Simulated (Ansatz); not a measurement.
Consider vertical energies of changing the electron count of AlH7N2Si, SMILES [NH2][AlH][SiH2]N (Ansatz 0.2.0 through its Python package).

`ip_alh7n2si.py`
```python
"""Vertical ionisation energy and electron affinity of AlH7N2Si."""

import ansatz as az

BASIS_SET = "def2-SVPD"
XC = "r2scan0"


def energy_of(molecule, charge=0, unpaired=0):
    calc = (
        molecule.calculation()
        .basis(gaussian=BASIS_SET)
        .functional(XC)
    )
    if charge:
        calc = calc.charge(charge)
    if unpaired:
        calc = calc.spin("collinear", total=unpaired)
    report = calc.run(threads=1).report
    if report["published_state_doubts"]:
        print("  doubts:", report["published_state_doubts"])
    return report["free_energy_ev"]

geometry_ang = [
    ("N", (-1.9125, 1.4992, -0.415)),
    ("Al", (-0.1572, 1.0707, -0.0264)),
    ("Si", (0.3118, -1.0723, 0.8055)),
    ("N", (1.5333, -1.9073, -0.3005)),
    ("H", (-1.9817, 1.8168, -1.4503)),
    ("H", (-2.1822, 2.4135, 0.1317)),
    ("H", (1.0464, 2.1316, -0.2624)),
    ("H", (-0.8609, -1.8302, 0.9403)),
    ("H", (0.9829, -0.9272, 2.1816)),
    ("H", (0.993, -1.9417, -1.2066)),
    ("H", (2.2926, -1.3102, -0.3772)),
]
mol = az.Crystal.molecule()
for symbol, xyz in geometry_ang:
    mol = mol.atom(symbol, xyz)

# delta-SCF style differences, no relaxation
parent = energy_of(mol, 0, 0)
cation = energy_of(mol, 1, 1)
print(f"E(N)   = {parent:.5f} eV")
print(f"E(N-1) = {cation:.5f} eV  (1 unpaired)")
print(f"vertical ionisation energy {cation - parent:.3f} eV")
anion = energy_of(mol, -1, 1)
print(f"E(N+1) = {anion:.5f} eV  (1 unpaired)")
print(f"vertical electron affinity {parent - anion:.3f} eV" + ("" if anion < parent else " (unbound in this basis)"))
print(f"fundamental gap IP - EA = {cation + anion - 2 * parent:.3f} eV")
```

What does it cost to change the electron count at this fixed geometry?

At this unrelaxed geometry removing an electron costs 8.58 eV and adding one releases 0.44 eV.

The output:

Output of `python ip_alh7n2si.py`:
```text
E(N)   = -17558.35374 eV
E(N-1) = -17549.77386 eV  (1 unpaired)
vertical ionisation energy 8.580 eV
E(N+1) = -17558.79763 eV  (1 unpaired)
vertical electron affinity 0.444 eV
fundamental gap IP - EA = 8.136 eV
```

Caveats:
- Total energies depend on the basis set; only differences at equal settings carry meaning.
- The geometry is a force-field or estimated start, not a minimum of this method, and the basis set is short of its limit. All parts are taken at fixed geometry, without zero-point energy. At an unrelaxed start these energies can be a whole eV from those at the minimum, and a small affinity can change sign.
- Hardware and time: 72 s on 1 thread of Arm Neoverse V1, with other jobs on the host, peak memory 0.53 GiB.
